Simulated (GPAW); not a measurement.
Runs of GPAW 26.7.0 on MnF2. The structure is tetragonal, space group P4_2/mnm (No. 136). Conventional cell: a = 4.874 Å, b = 4.874 Å, c = 3.311 Å, α = 90.00°, β = 90.00°, γ = 90.00°. Mn (site symmetry mmm) is surrounded by 6 F at 2.10 to 2.13 Å. F (site symmetry m2m) has 3 Mn at 2.10 to 2.13 Å as nearest neighbours. 

| task | level | potentials or basis | k mesh | band path | band points | gap on the mesh (eV) | pressure (GPa) | moment (μB) | largest force (eV/Å) |
| --- | --- | --- | --- | --- | --- | --- | --- | --- | --- |
| band structure | PBE | GPAW PAW data sets (gpaw-data 1.2.1), pw | 4 × 4 × 5 | GXMGZRAZ,XR,MA | 100 | 0.92 | 3.5 | 10.00 | 0.05 |
| single point | PBE | GPAW PAW data sets (gpaw-data 1.2.1), pw | 6 × 6 × 8 | - | - | 0.92 | 3.5 | 10.00 | 0.05 |
| band structure | PBEsol | PAW data sets generated in the run's folder for this functional, pw | 4 × 4 × 5 | GXMGZRAZ,XR,MA | 100 | 0.73 | (a) | 10.00 | - |
| band structure | LDA | the program's PAW data sets (release 1.2.1) made for this functional, pw | 4 × 4 × 5 | GXMGZRAZ,XR,MA | 100 | (b) | -5.8 | 10.00 | 0.04 |

Alike in all rows: spin collinear, ferromagnetic start; cell as given; cutoff (eV) 800; smearing fermi-dirac 0.05 eV.

Q: Fill in the values left out.

A: (a) -0.5; (b) 0.62.

Caveats: only a ferromagnetic start was run, and an antiferromagnetic order may lie lower in energy.

A k mesh can miss the band edges.
